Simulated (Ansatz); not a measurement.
# C3H8OSSi: two geometries relaxed

Method: RKS PBE0/STO-3G, in Ansatz 0.2.0.

## 1. Starting point

Bond lengths: C1–C2 1.539 Å, C2–C3 1.532 Å, C3–O4 1.138 Å, C3–S5 1.766 Å, S5–Si6 2.158 Å, C1–H7 1.049 Å, C1–H8 1.107 Å, C1–H9 1.129 Å, C2–H10 1.112 Å, C2–H11 1.073 Å, Si6–H12 1.460 Å, Si6–H13 1.483 Å, Si6–H14 1.505 Å. Angles (14 of 22 angles, heavy atoms first): C1–C2–C3 113.8°, C2–C3–O4 124.4°, C2–C3–S5 111.7°, O4–C3–S5 123.6°, C3–S5–Si6 102.6°, C1–C2–H10 106.6°, C1–C2–H11 109.2°, C3–C2–H10 109.3°, C3–C2–H11 108.0°, C2–C1–H7 111.4°, C2–C1–H8 105.6°, C2–C1–H9 108.9°, S5–Si6–H12 109.5°, S5–Si6–H13 109.6°.

Structure file:

```xyz
14

C     0.2422   -2.5525   -0.0108
C     0.8252   -1.1946   -0.4407
C    -0.0311    0.0045   -0.0230
O    -0.9806   -0.0689    0.5995
S     0.7125    1.5352   -0.4951
Si   -0.6846    2.9912    0.2699
H     0.8399   -3.3473   -0.3431
H    -0.7619   -2.6056   -0.4738
H     0.0872   -2.5463    1.1076
H     1.8264   -1.1142    0.0357
H     0.9248   -1.1749   -1.5092
H    -1.9850    2.8012   -0.3663
H    -0.2275    4.3555   -0.0887
H    -0.8004    2.8876    1.7669
```

## 2. End point A

Input file input.yaml:

```yaml
crystal:
  periodic: [false, false, false]
  atoms:
    - { symbol: C, position_ang: [0.2422, -2.5525, -0.0108] }
    - { symbol: C, position_ang: [0.8252, -1.1946, -0.4407] }
    - { symbol: C, position_ang: [-0.0311, 0.0045, -0.023] }
    - { symbol: O, position_ang: [-0.9806, -0.0689, 0.5995] }
    - { symbol: S, position_ang: [0.7125, 1.5352, -0.4951] }
    - { symbol: Si, position_ang: [-0.6846, 2.9912, 0.2699] }
    - { symbol: H, position_ang: [0.8399, -3.3473, -0.3431] }
    - { symbol: H, position_ang: [-0.7619, -2.6056, -0.4738] }
    - { symbol: H, position_ang: [0.0872, -2.5463, 1.1076] }
    - { symbol: H, position_ang: [1.8264, -1.1142, 0.0357] }
    - { symbol: H, position_ang: [0.9248, -1.1749, -1.5092] }
    - { symbol: H, position_ang: [-1.985, 2.8012, -0.3663] }
    - { symbol: H, position_ang: [-0.2275, 4.3555, -0.0887] }
    - { symbol: H, position_ang: [-0.8004, 2.8876, 1.7669] }
basis:
  gaussian: { orbitals: STO-3G }
hamiltonian:
  xc: pbe0
relax:
  f_tol: 0.02
  max_steps: 50
output:
  orbitals: {}
```

Launch:

```
$ ansatz run input.yaml --threads 1 --pin off --max-ram 2048MiB --backend cpu --events-out ev --progress --plain --runs-dir out
```

What time and memory should one allow on 1 thread of Arm Neoverse V2, shared host?

About 31 s, with a peak of 0.16 GiB.
